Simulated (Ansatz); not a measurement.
# SnN2F2 (C2/m) in Ansatz: convergence with k mesh

Aim: find how far k mesh must go before the results for SnN2F2 settle, at PBEsol. This setting moves, with any that are tied to it; all else stays.

Program: Ansatz 0.2.0. These are calculated values, not measurements. Logs are shortened: lines on timing, memory, paths and dates and some standing lists are left out, and cuts for length are marked.

### 1 The structure

Symmetry: C2/m, No. 12, monoclinic system. Conventional cell: a = 8.794 Å, b = 5.294 Å, c = 3.737 Å, α = 90.00°, β = 109.59°, γ = 90.00°. Sn (site symmetry 2/m) has 4 F at 2.35 Å as nearest neighbours. Around F (site symmetry m) lie 2 Sn at 2.35 Å and 1 N at 2.55 Å. N (site symmetry m) has 1 N at 1.12 Å as nearest neighbours.

The cell comes from a database or a generator and needn't be the stable form of this composition.

### 2 With k mesh 2 × 2 × 2

The input, input.yaml:

```yaml
crystal:
  lattice:
    - [4.397039, -2.647013, 0.0]
    - [4.397039, 2.647013, 0.0]
    - [-1.252948, 0.0, 3.52112]
  atoms:
    - { symbol: Sn, position: [0.0, 0.0, 0.0] }
    - { symbol: F, position: [0.172356, 0.172356, 0.636529] }
    - { symbol: F, position: [0.827644, 0.827644, 0.363471] }
    - { symbol: "N", position: [0.461994, 0.461994, 0.093931] }
    - { symbol: "N", position: [0.538006, 0.538006, 0.906069] }
hamiltonian:
  xc: pbesol
  pseudopotentials: { kind: paw }
kpoints:
  mp_grid: { grid: [2, 2, 2] }
scf:
  occupations: { method: methfessel_paxton, width: 0.1 }
output:
  forces: true
  stress: true
  eigenvalues: true
```

Potentials or basis: Ansatz PAW.

Run with:

```bash
ansatz run input.yaml --threads 2 --pin off --max-ram 5632MiB --backend cpu --events-out ev --progress --plain --runs-dir out
```

Standard output:

```text
Warning: RAYON_NUM_THREADS=2 ignored (pool sized by the plan → 2); use --threads N
Engine: ansatz 0.2.0, aarch64-unknown-linux-gnu
Pseudopotentials: kind: paw
Pseudopotential: Sn, paw, valence charge 14, recommended cutoff 420 eV (normal), Sn.paw.azcp
Pseudopotential: F, paw, valence charge 7, recommended cutoff 420 eV (normal), F.paw.azcp
Pseudopotential: N, paw, valence charge 5, recommended cutoff 420 eV (normal), N.paw.azcp
Functional definition: PBEsol
  exchange = pbesol_x
  correlation = pbesol_c
Crystal: 5 atoms, lattice volume = 81.965 Å³
Basis set: ecut = 420 eV, 1585 PW (Γ), exchange–correlation on 72×72×50 points (8 copies of the dense FFT grid, shifted against one another)
Bands: 24, of which v1, the nominal top of the filled ones, is band 19 counted from 1 (18 counted from 0)
Symmetry: 4 space group operations
Space group: C2/m (ITA 12), of the structure as read, at distance tolerance 4.3e-5 Å
k-points: 6 of 8
Non-local potential: Sn, projectors of the file, l = 0: 2, l = 1: 2, l = 2: 2, l = 3: 2
Non-local potential: F, projectors of the file, l = 0: 2, l = 1: 2, l = 2: 1
Non-local potential: N, projectors of the file, l = 0: 2, l = 1: 2, l = 2: 1
PAW form: soft (Blöchl's): semilocal exchange-correlation on the pseudo side does not see the compensation charge
PAW frozen core: Sn, regenerated for the run's functional, and the local potential with it (the file was generated under x = pbe(κ = 0.804, μ = 0.2195149727645171), c = pbe(β = 0.06672455060314922))
PAW frozen core: F, regenerated for the run's functional, and the local potential with it (the file was generated under x = pbe(κ = 0.804, μ = 0.2195149727645171), c = pbe(β = 0.06672455060314922))
PAW frozen core: N, regenerated for the run's functional, and the local potential with it (the file was generated under x = pbe(κ = 0.804, μ = 0.2195149727645171), c = pbe(β = 0.06672455060314922))
PAW one-centre angular grid: Sn, 590 points (default); XC on 64 Gauss nodes
PAW one-centre angular grid: F, 110 points (default); XC on 64 Gauss nodes
PAW one-centre angular grid: N, 110 points (default); XC on 64 Gauss nodes
Initial density: superposition of atomic densities (neutral atoms: chi_scale 0, normalization atom), corrected by the library's trained network
Initial wavefunctions: pseudopotential atomic-orbital guess
Functional: x = pbesol(κ = 0.804, μ = 0.12345679012345678), c = pbesol(β = 0.046)
SCF iter   1: F=—  HF=-8306.543584 eV  |F-HF|=—  |Δ(HF+E_count)|=         —  Δρ=1.56e-2  dr2=1.86e-1  ethr=1.77e-3  ⟨swp⟩=6.2  Hψ=741  notcnv=0
preconditioner: auto → none  [insulator: Δε(μ)=1.494 eV  Ē_g=15.750 eV  σ=0.100 eV  W_gap=1.00  n_scr=16 (ndim 8)  ℏωp=25.3 eV  f_vac=0.140  D(μ)=-0.00/eV (n_scr^D=0)  ε∞_Penn≈3.6]
SCF iter   2: F=—  HF=-8306.469472 eV  |F-HF|=—  |Δ(HF+E_count)|=   7.41e-2  S|Δr|=    0.00e0  Δρ=6.62e-3  dr2=1.33e-2  ethr=4.90e-4  ⟨swp⟩=2.0  Hψ=282  notcnv=0  defer=6
SCF iter   3: F=—  HF=-8306.467109 eV  |F-HF|=—  |Δ(HF+E_count)|=   2.36e-3  S|Δr|=    0.00e0  Δρ=2.48e-3  dr2=1.71e-3  ethr=3.49e-5  ⟨swp⟩=3.0  Hψ=265  notcnv=0
automatic band count: iteration 3 solves 23 bands in place of 24: the levels show a gap, and the empty bands left out lie too high to hold charge; the band table lists the bands solved (type scf.n_extra_bands for more)
SCF iter   4: F=—  HF=-8306.467198 eV  |F-HF|=—  |Δ(HF+E_count)|=   8.82e-5  S|Δr|=    0.00e0  Δρ=9.85e-4  dr2=5.41e-4  ethr=4.51e-6  ⟨swp⟩=2.7  Hψ=239  notcnv=0
SCF iter   5: F=—  HF=-8306.467075 eV  |F-HF|=—  |Δ(HF+E_count)|=   1.22e-4  S|Δr|=    0.00e0  Δρ=2.40e-4  dr2=1.95e-5  ethr=1.42e-6  ⟨swp⟩=2.0  Hψ=246  notcnv=0
SCF iter   6: F=—  HF=-8306.467052 eV  |F-HF|=—  |Δ(HF+E_count)|=   2.31e-5  S|Δr|=    0.00e0  Δρ=4.03e-5  dr2=5.30e-7  ethr=5.14e-8  ⟨swp⟩=2.2  Hψ=196  notcnv=0
SCF iter   7: F=-8306.467053 eV  HF=-8306.467053 eV  |F-HF|=1.19e-8  |Δ(HF+E_count)|=   3.96e-7  S|Δr|=    0.00e0  Δρ=5.35e-6  dr2=1.11e-8  ethr=2.63e-10  ⟨swp⟩=6.0  Hψ=659  notcnv=0
SCF 1 converged in 7 iterations: F = -8306.467053 eV  dr2 = 1.11e-8
SCF converged after 7 iterations
Stability not checked: this state was not tested for a lower state beside it, because cold or Methfessel-Paxton smearing, or corrected tetrahedra, fill the levels in a way that the test cannot read (fill_not_monotonic; see scf.lower_state_search)
Free energy (F): -8306.467053 eV
Harris-Foulkes:  -8306.467053 eV  (|F-HF|=1.19e-8)
Internal energy: -8306.467053 eV  (E = F + TS)
E sigma→0 (E₀):  -8306.467053 eV
Fermi energy:    4.560994 eV
Step filling:    the computed levels leave a gap of 0.9374 eV = 9.4 smearing widths at the electron count; against every level under it full and every level over it empty, smearing changes F+E_penalty+E_count by +3.89e-9 meV and its σ→0 estimate by -3.97e-8 meV
--- Per-component energies (eV) ---
  E_band       = -297.589959
  E_kinetic    = 846.985026
  E_local      = -2971.720717  (includes V_loc(G=0)·N_el)
  E_nonlocal   = 212.010712
  E_hartree    = 1286.703461
  E_xc         = -651.842728
  E_vxc        = -445.659853  (∫ρ·V_xc dr)
  E_paw        = -4689.743351  (= ΣΔE_a)
  E_vpaw       = -512.619444  (= ΣTr[D̂ρ^β])
  E_aug_tail   = 0.004209  (compensation charges beyond the density's cutoff)
  E_ewald      = -2339.289587
  E_core_change = 0.425923  (= ΣΔE_core)
  E_smearing   = 0.000000  (= −TS)
  E_closure    = -0.000000  (closes the sum)
  Σ components = -8306.467053   (vs F -8306.467053, Δ=0.00e0)
--- Forces (eV/Å), atoms counted from 1 ---
  atom   1  Sn     0.00000000     0.00000000     0.00000000
  atom   2  F     -0.22318794     0.00000000    -0.05873795
  atom   3  F      0.22318794     0.00000000     0.05873795
  atom   4  N      1.55991088     0.00000000    -1.02004347
  atom   5  N     -1.55991088     0.00000000     1.02004347
  max |Σ_I F_I| component: 2.22e-16 eV/Å
--- Stress (GPa, compression-positive) ---
       -2.928884       0.000000       2.263753
        0.000000      14.727649       0.000000
        2.263749       0.000000      -2.887400
  P = ⅓ Tr σ = 2.9705 GPa (29.705 kbar)
--- Band table (eV; the first three rows and the last of 6) ---
  k-point 0: bands = ["-19.8102", "-17.9812", "-17.4943", "-16.8100", "-16.7488", "-16.7114", "-16.6310", "-16.4951", "-4.9530", "-4.3144", "-3.0255", "-2.8221", "-1.5456", "0.0808", "0.6947", "0.7398", "1.0941", "1.2626", "2.1251", "5.9124", "6.1779", "8.0071", "8.5700"]
  k-point 1: bands = ["-19.7680", "-17.9259", "-17.6880", "-16.8096", "-16.8070", "-16.7661", "-16.5951", "-16.0940", "-5.6432", "-4.1508", "-3.2617", "-3.2264", "-0.8720", "-0.3497", "-0.1191", "0.9513", "0.9993", "1.2222", "3.5327", "5.5050", "6.9329", "8.5980", "8.6834"]
  k-point 2: bands = ["-19.7629", "-17.9565", "-17.5257", "-16.8104", "-16.7582", "-16.7496", "-16.6307", "-16.5249", "-4.9677", "-4.7794", "-3.0147", "-2.4901", "-0.8887", "-0.0482", "0.7617", "0.8178", "1.0395", "1.1143", "2.8723", "5.3804", "6.0597", "7.0041", "7.8125"]
  k-point 5: bands = ["-19.7663", "-17.9540", "-17.6531", "-16.8088", "-16.8062", "-16.7663", "-16.5950", "-16.1020", "-5.6487", "-4.1781", "-3.4215", "-2.9011", "-1.2838", "-0.2690", "-0.1106", "0.7568", "1.2385", "1.2588", "3.6631", "5.4814", "7.0719", "8.5553", "9.0336"]
```

It took 0.58 s on 2 threads of Arm Neoverse V2, shared host; peak memory 0.3 GiB.

Results:

```yaml
Free_energy: -8306.4671 eV
Pressure: 3.0 GPa
Largest_force: 1.864 eV/Å
Band_gap_on_the_k_mesh: 0.94 eV, direct
```

### 3 With k mesh 3 × 3 × 3

Edit input.yaml of step 2 so:

```diff
@@ -15,3 +15,3 @@
 kpoints:
-  mp_grid: { grid: [2, 2, 2] }
+  mp_grid: { grid: [3, 3, 3] }
 scf:
```

Potentials or basis: Ansatz PAW.

Run with:

```bash
ansatz run input.yaml --threads 2 --pin off --max-ram 5632MiB --backend cpu --events-out ev --progress --plain --runs-dir out
```

It took 0.72 s on 2 threads of Arm Neoverse V2, shared host; peak memory 0.32 GiB.

Results:

- Free energy: -8306.5732 eV
- Pressure: 2.4 GPa
- Largest force: 1.644 eV/Å
- Band gap on the k mesh: 1.62 eV, indirect (least direct gap 1.65 eV)

### 4 With k mesh 3 × 3 × 4

Edit input.yaml of step 3 so:

```diff
@@ -15,3 +15,3 @@
 kpoints:
-  mp_grid: { grid: [3, 3, 3] }
+  mp_grid: { grid: [3, 3, 4] }
 scf:
```

Run with:

```bash
ansatz run input.yaml --threads 2 --pin off --max-ram 5632MiB --backend cpu --events-out ev --progress --plain --runs-dir out
```

It took 0.86 s on 2 threads of Arm Neoverse V2, shared host; peak memory 0.33 GiB.

What came out:

```yaml
Free_energy: -8306.5739 eV
Pressure: 2.4 GPa
Largest_force: 1.663 eV/Å
Band_gap_on_the_k_mesh: 1.22 eV, indirect (least direct gap 1.25 eV)
```

### 5 With k mesh 4 × 4 × 4

Edit input.yaml of step 4 so:

```diff
@@ -15,3 +15,3 @@
 kpoints:
-  mp_grid: { grid: [3, 3, 4] }
+  mp_grid: { grid: [4, 4, 4] }
 scf:
```

Run with:

```bash
ansatz run input.yaml --threads 2 --pin off --max-ram 5632MiB --backend cpu --events-out ev --progress --plain --runs-dir out
```

It took 1.2 s on 2 threads of Arm Neoverse V2, shared host; peak memory 0.35 GiB.

Results:

```
Free energy            : -8306.5675 eV
Pressure               : 2.5 GPa
Largest force          : 1.697 eV/Å
Band gap on the k mesh : 0.97 eV, direct
```

### 6 With k mesh 5 × 5 × 6

Edit input.yaml of step 5 so:

```diff
@@ -15,3 +15,3 @@
 kpoints:
-  mp_grid: { grid: [4, 4, 4] }
+  mp_grid: { grid: [5, 5, 6] }
 scf:
```

Potentials or basis: Ansatz PAW.

Run with:

```bash
ansatz run input.yaml --threads 2 --pin off --max-ram 5632MiB --backend cpu --events-out ev --progress --plain --runs-dir out
```

It took 2.1 s on 2 threads of Arm Neoverse V2, shared host; peak memory 0.38 GiB.

It converged, with:

```
Free energy            : -8306.5692 eV
Pressure               : 2.5 GPa
Largest force          : 1.686 eV/Å
Band gap on the k mesh : 1.07 eV, indirect (least direct gap 1.09 eV)
```

### 7 With k mesh 6 × 6 × 7

Edit input.yaml of step 6 so:

```diff
@@ -15,3 +15,3 @@
 kpoints:
-  mp_grid: { grid: [5, 5, 6] }
+  mp_grid: { grid: [6, 6, 7] }
 scf:
```

Run with:

```bash
ansatz run input.yaml --threads 2 --pin off --max-ram 5632MiB --backend cpu --events-out ev --progress --plain --runs-dir out
```

Wall time 3.1 s (2 threads of Arm Neoverse V2, shared host); peak memory 0.41 GiB.

It converged, with:

| Property | Result |
| --- | --- |
| Free energy | -8306.5692 eV |
| Pressure | 2.5 GPa |
| Largest force | 1.687 eV/Å |
| Band gap on the k mesh | 1.07 eV, indirect (least direct gap 1.08 eV) |

### 8 With k mesh 7 × 7 × 9

Edit input.yaml of step 7 so:

```diff
@@ -15,3 +15,3 @@
 kpoints:
-  mp_grid: { grid: [6, 6, 7] }
+  mp_grid: { grid: [7, 7, 9] }
 scf:
```

Run with:

```bash
ansatz run input.yaml --threads 2 --pin off --max-ram 5632MiB --backend cpu --events-out ev --progress --plain --runs-dir out
```

It took 5 s on 2 threads of Arm Neoverse V2, shared host; peak memory 0.46 GiB.

Results (log left out):

| Property | Result |
| --- | --- |
| Free energy | -8306.5692 eV |
| Pressure | 2.5 GPa |
| Largest force | 1.687 eV/Å |
| Band gap on the k mesh | 1.08 eV, indirect (least direct gap 1.09 eV) |

### 9 With k mesh 8 × 8 × 10

Edit input.yaml of step 8 so:

```diff
@@ -15,3 +15,3 @@
 kpoints:
-  mp_grid: { grid: [7, 7, 9] }
+  mp_grid: { grid: [8, 8, 10] }
 scf:
```

Potentials or basis: Ansatz PAW.

Run with:

```bash
ansatz run input.yaml --threads 2 --pin off --max-ram 5632MiB --backend cpu --events-out ev --progress --plain --runs-dir out
```

Run time: 7.4 s. Hardware: 2 threads of Arm Neoverse V2, shared host; peak memory 0.53 GiB.

Results (log left out):

```yaml
Free_energy: -8306.5693 eV
Pressure: 2.5 GPa
Largest_force: 1.687 eV/Å
Band_gap_on_the_k_mesh: 0.97 eV, direct
```

### 10 With k mesh 10 × 10 × 12

Edit input.yaml of step 9 so:

```diff
@@ -15,3 +15,3 @@
 kpoints:
-  mp_grid: { grid: [8, 8, 10] }
+  mp_grid: { grid: [10, 10, 12] }
 scf:
```

Run with:

```bash
ansatz run input.yaml --threads 2 --pin off --max-ram 5632MiB --backend cpu --events-out ev --progress --plain --runs-dir out
```

Wall time 13 s (2 threads of Arm Neoverse V2, shared host); peak memory 0.7 GiB.

Results (log left out):

* Free energy: -8306.5692 eV
* Pressure: 2.5 GPa
* Largest force: 1.687 eV/Å
* Band gap on the k mesh: 0.97 eV, direct

### 11 The series at a glance

| k mesh | energy less the tightest run, at zero smearing (meV/atom) | pressure (GPa) | largest force (eV/Å) | gap on the mesh (eV) | SCF cycles | CPU time (s) | peak memory (GiB) |
| --- | --- | --- | --- | --- | --- | --- | --- |
| 2 × 2 × 2 | 20.42 | 2.97 | 1.864 | 0.937 | 7 | 1 | 0.3 |
| 3 × 3 × 3 | -0.80 | 2.42 | 1.644 | 1.625 | 7 | 1.3 | 0.32 |
| 3 × 3 × 4 | -0.95 | 2.45 | 1.663 | 1.220 | 7 | 1.6 | 0.33 |
| 4 × 4 × 4 | 0.34 | 2.49 | 1.697 | 0.970 | 7 | 2.3 | 0.35 |
| 5 × 5 × 6 | -0.01 | 2.47 | 1.686 | 1.072 | 7 | 4 | 0.38 |
| 6 × 6 × 7 | 0.00 | 2.47 | 1.687 | 1.073 | 7 | 6.1 | 0.41 |
| 7 × 7 × 9 | 0.00 | 2.47 | 1.687 | 1.075 | 7 | 9.8 | 0.46 |
| 8 × 8 × 10 | -0.02 | 2.47 | 1.687 | 0.973 | 7 | 15 | 0.53 |
| 10 × 10 × 12 | 0.00 | 2.47 | 1.687 | 0.973 | 7 | 26 | 0.7 |

Against the tightest run, the energy stays within 1 meV/atom from 3 × 3 × 3 on; the pressure stays within 0.1 GPa from 3 × 3 × 3 on; the largest force stays within 0.005 eV/Å from 5 × 5 × 6 on; the gap on the mesh stays within 0.01 eV from 8 × 8 × 10 on. Meshes of other sizes hit other points, so gaps and Fermi surfaces needn't settle smoothly. The tightest run that finished is the yardstick and may itself not be fully converged.

Caveats: spin-orbit coupling is left out, which moves the levels of the heavy elements; the PAW data sets come from PBE, with cores solved anew for the run's functional, which leaves a small shift of forces and pressure; forces of over 1 eV/Å show positions far from the minimum, so gaps and moduli don't describe the material at rest.
